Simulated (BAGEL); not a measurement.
# CH5AlFN (SMILES C[NH][AlH][F]): HF/STO-3G (density fitting with qzvpp-jkfit)

What is the energy change on altering one bond length of CH5AlFN at HF/STO-3G (density fitting with qzvpp-jkfit)? 

The results are computed with BAGEL 1.2.2.

1 further run of the same task is left out (set aside as unsound or not needed).

### 1 The structure to begin with

The species is CH5AlFN (9 atoms), meant as a singlet with charge 0. SMILES: `C[NH][AlH][F]`. Geometry: relaxed at PBE0-D4/def2-TZVP. This is one conformer, not always the lowest.

Bond lengths: C1–N2 1.448 Å, N2–Al3 1.758 Å, Al3–F4 1.652 Å, C1–H5 1.096 Å, C1–H6 1.093 Å, C1–H7 1.096 Å, N2–H8 1.009 Å, Al3–H9 1.571 Å. Some angles: C1–N2–Al3 127.2°, N2–Al3–F4 117.9°, C1–N2–H8 112.3°, Al3–N2–H8 120.5°, N2–C1–H5 112.3°, N2–C1–H6 110.0°, N2–C1–H7 112.3°, N2–Al3–H9 122.1°, F4–Al3–H9 120.1°, H5–C1–H6 107.1°.

### 2 A single-point energy at HF/STO-3G (density fitting with qzvpp-jkfit)

Input file hf.json:

```json
{ "bagel" : [

{
  "title" : "molecule",
  "basis" : "sto-3g",
  "df_basis" : "qzvpp-jkfit",
  "angstrom" : true,
  "geometry" : [
    { "atom" : "C", "xyz" : [      -0.498500,       0.834500,      -0.836100 ] },
    { "atom" : "N", "xyz" : [      -0.009500,      -0.442400,      -0.359300 ] },
    { "atom" : "Al", "xyz" : [       0.650300,      -0.801700,       1.230200 ] },
    { "atom" : "F", "xyz" : [       1.143100,      -2.349500,       1.529300 ] },
    { "atom" : "H", "xyz" : [      -1.557500,       0.796500,      -1.116400 ] },
    { "atom" : "H", "xyz" : [      -0.401400,       1.589000,      -0.050800 ] },
    { "atom" : "H", "xyz" : [       0.064700,       1.198400,      -1.703100 ] },
    { "atom" : "H", "xyz" : [      -0.081000,      -1.165900,      -1.058800 ] },
    { "atom" : "H", "xyz" : [       0.778300,       0.294800,       2.347800 ] }
  ]
},

{ "title" : "hf", "charge" : 0 },

{ "title" : "print", "file" : "orbitals.molden", "orbitals" : true }

]}
```

Run with:

```bash
$ BAGEL_NUM_THREADS=1 BAGEL hf.json > hf.out
```

Standard output:

```text
* using 1 threads per process

  ===============================================================
  ===============================================================

  *** Geometry ***

  { "atom" : "C", "xyz" : [     -0.942028,      1.576976,     -1.580000 ] },
  { "atom" : "N", "xyz" : [     -0.017952,     -0.836015,     -0.678979 ] },
  { "atom" : "Al", "xyz" : [      1.228889,     -1.514993,      2.324741 ] },
  { "atom" : "F", "xyz" : [      2.160146,     -4.439912,      2.889958 ] },
  { "atom" : "H", "xyz" : [     -2.943248,      1.505167,     -2.109690 ] },
  { "atom" : "H", "xyz" : [     -0.758536,      3.002775,     -0.095998 ] },
  { "atom" : "H", "xyz" : [      0.122265,      2.264648,     -3.218393 ] },
  { "atom" : "H", "xyz" : [     -0.153068,     -2.203232,     -2.000842 ] },
  { "atom" : "H", "xyz" : [      1.470774,      0.557091,      4.436699 ] },

  Number of auxiliary basis functions:      447

  Since a DF basis is specified, we compute 2- and 3-index integrals:
    o Being stored without compression. Storage requirement is 0.003 GB

  Number of basis functions:       29
  Number of electrons      :       40

    * METHOD: MOLECULE                             0.14

  *** RHF ***

  === Nuclear Repulsion ===
   155.7231242764

      * DIIS with orbital gradients will be used.

  === RHF iteration (sto-3g) ===
      0       -431.08774541          0.01636933           0.02
      1       -431.17158148          0.00364755           0.02
      2       -431.17570044          0.00091030           0.02
      3       -431.17606719          0.00018822           0.02
      4       -431.17608374          0.00006298           0.02
      5       -431.17608624          0.00000815           0.02
      6       -431.17608628          0.00000179           0.02
      7       -431.17608628          0.00000041           0.02
      8       -431.17608628          0.00000008           0.02
      9       -431.17608628          0.00000002           0.02
     10       -431.17608628          0.00000001           0.02
    * SCF iteration converged.

    * Permanent dipole moment:
           (    0.099228,    -0.213837,     0.127530) a.u.

    * METHOD: HF                                   0.27

    * METHOD: PRINT                                0.00

  ===============================================================
```

It took 0.56 s on 1 thread of Arm Neoverse V2, shared host; peak memory 0.081 GiB.

### 3 The distorted shape at the same level

Input file calc.json:

```json
{ "bagel" : [

{
  "title" : "molecule",
  "basis" : "sto-3g",
  "df_basis" : "qzvpp-jkfit",
  "angstrom" : true,
  "geometry" : [
    { "atom" : "C", "xyz" : [      -0.572416,       1.066656,      -0.880962 ] },
    { "atom" : "N", "xyz" : [      -0.083416,      -0.210244,      -0.404162 ] },
    { "atom" : "Al", "xyz" : [       0.576384,      -0.569544,       1.185338 ] },
    { "atom" : "F", "xyz" : [       1.143100,      -2.349500,       1.529300 ] },
    { "atom" : "H", "xyz" : [      -1.631416,       1.028656,      -1.161262 ] },
    { "atom" : "H", "xyz" : [      -0.475316,       1.821156,      -0.095662 ] },
    { "atom" : "H", "xyz" : [      -0.009216,       1.430556,      -1.747962 ] },
    { "atom" : "H", "xyz" : [      -0.154916,      -0.933744,      -1.103662 ] },
    { "atom" : "H", "xyz" : [       0.704384,       0.526956,       2.302938 ] }
  ]
},

{
  "title" : "hf"
},

{
  "title" : "print",
  "file" : "orbitals.molden",
  "orbitals" : true
}

]}
```

Run with:

```bash
$ BAGEL_NUM_THREADS=1 BAGEL calc.json > calc.out
```

Standard output:

```text
* using 1 threads per process

  ===============================================================
  ===============================================================

  *** Geometry ***

  { "atom" : "C", "xyz" : [     -1.081709,      2.015688,     -1.664777 ] },
  { "atom" : "N", "xyz" : [     -0.157633,     -0.397304,     -0.763755 ] },
  { "atom" : "Al", "xyz" : [      1.089208,     -1.076282,      2.239964 ] },
  { "atom" : "F", "xyz" : [      2.160146,     -4.439912,      2.889958 ] },
  { "atom" : "H", "xyz" : [     -3.082929,      1.943878,     -2.194467 ] },
  { "atom" : "H", "xyz" : [     -0.898217,      3.441486,     -0.180775 ] },
  { "atom" : "H", "xyz" : [     -0.017416,      2.703359,     -3.303169 ] },
  { "atom" : "H", "xyz" : [     -0.292749,     -1.764520,     -2.085619 ] },
  { "atom" : "H", "xyz" : [      1.331093,      0.995803,      4.351922 ] },

  Number of auxiliary basis functions:      447

  Since a DF basis is specified, we compute 2- and 3-index integrals:
    o Being stored without compression. Storage requirement is 0.003 GB

  Number of basis functions:       29
  Number of electrons      :       40

    * METHOD: MOLECULE                             0.14

  *** RHF ***

  === Nuclear Repulsion ===
   149.3915268059

      * DIIS with orbital gradients will be used.

  === RHF iteration (sto-3g) ===
      0       -431.00987436          0.01824175           0.02
      1       -431.12598103          0.00450431           0.02
      2       -431.13261056          0.00122646           0.02
      3       -431.13337277          0.00024909           0.02
      4       -431.13340624          0.00007918           0.02
      5       -431.13341005          0.00000798           0.02
      6       -431.13341008          0.00000160           0.02
      7       -431.13341009          0.00000057           0.02
      8       -431.13341009          0.00000019           0.02
      9       -431.13341009          0.00000006           0.02
     10       -431.13341009          0.00000002           0.02
     11       -431.13341009          0.00000001           0.02
    * SCF iteration converged.

    * Permanent dipole moment:
           (    0.179850,    -0.435120,     0.198625) a.u.

    * METHOD: HF                                   0.28

    * METHOD: PRINT                                0.00

  ===============================================================
```

It took 0.58 s on 1 thread of Arm Neoverse V2, shared host; peak memory 0.081 GiB.

### 4 Results

At HF/STO-3G (density fitting with qzvpp-jkfit):

| quantity | value |
| --- | --- |
| first shape: total energy | -431.17609 Eh |
| first shape: dipole moment | 0.68 D |
| first shape: HOMO energy | -7.30 eV |
| first shape: LUMO energy | 10.10 eV |
| first shape: HOMO–LUMO gap | 17.40 eV |
| distorted shape: total energy | -431.13341 Eh |
| distorted shape: dipole moment | 1.30 D |
| distorted shape: HOMO energy | -7.50 eV |
| distorted shape: LUMO energy | 9.55 eV |
| distorted shape: HOMO–LUMO gap | 17.05 eV |
| energy change with the Al3–F4 bond stretched from 1.652 to 1.899 Å | 1.161 eV |

What this shows: With the Al3–F4 bond stretched from 1.652 to 1.899 Å the energy rises by 1.16 eV (112 kJ/mol). The first shape isn't relaxed at this level, so the change isn't measured from a minimum. The minimal basis adds a large error of its own.
